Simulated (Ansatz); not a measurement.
# H2OSTe: one structure at several levels

One table from this session's results is given with a row withheld; the runs are named, their logs left out.

The runs use Ansatz 0.2.0, Gaussian basis; single points in def2-TZVPP.

Correlated methods freeze the cores. Filled d shells of the heavier atoms are correlated. Core potentials replace the inner electrons past krypton, and spin-orbit coupling is left out.

## Where the work starts

SMILES `O[Te]S`, 5 atoms, charge 0, spin multiplicity 1.

Atoms are counted from 1 here; the program's logs count them from 0.

Bond lengths: O1–Te2 1.983 Å, O1–H4 0.950 Å, Te2–S3 2.401 Å, S3–H5 1.296 Å. Angles: Te2–O1–H4 114.1°, O1–Te2–S3 96.1°, Te2–S3–H5 96.2°.

As a file:

```xyz
5
charge 0, multiplicity 1
O    -1.4308   -0.7919    0.1934
Te   -0.6198    0.4594   -1.1145
S     0.9731    1.4172    0.4054
H    -0.9729   -1.6200    0.2728
H     1.9376    0.5946    0.1344
```

The first run:

run/in.yaml

```yaml
crystal:
  periodic: [false, false, false]
  atoms:
    - {symbol: O, position_ang: [-1.430800, -0.791900, 0.193400]}
    - {symbol: Te, position_ang: [-0.619800, 0.459400, -1.114500]}
    - {symbol: S, position_ang: [0.973100, 1.417200, 0.405400]}
    - {symbol: H, position_ang: [-0.972900, -1.620000, 0.272800]}
    - {symbol: H, position_ang: [1.937600, 0.594600, 0.134400]}
basis:
  gaussian: {orbitals: def2-TZVPP}
correlation: {method: ccsd_t}
output: {forces: true}
```

The command line of these runs was not kept.

Steps of the session up to this table: CCSD(T)/def2-TZVPP; PBE0-D4/def2-TZVPP; wB97M-V/def2-TZVPP; r2SCAN-D4/def2-TZVPP; PBE-D4/def2-TZVPP; r2SCAN0-D4/def2-TZVPP; BHLYP-D4/def2-TZVPP.

One table of the session follows, with a row left open; its other results are not shown here.

| method | RMS force component (eV/Å) | angle to CCSD(T) forces (°) | dipole (D) |
| --- | --- | --- | --- |
| CCSD(T) | 0.640 | reference | 2.24 |
| PBE0-D4 | 0.684 | 7.1 | 2.26 |
| wB97M-V | 0.661 | 8.4 | 2.28 |
| r2SCAN-D4 | 0.673 | 6.8 | 2.22 |
| PBE-D4 | ? | ? | ? |
| r2SCAN0-D4 | 0.653 | 16.4 | 2.30 |
| BHLYP-D4 | 0.571 | 25.1 | 2.37 |

Q: Estimate the row for PBE-D4 from the others.

As computed: RMS force component (eV/Å): 0.790; angle to CCSD(T) forces (°): 20.6; dipole (D): 2.15. In the column «RMS force component (eV/Å)» it is the highest.
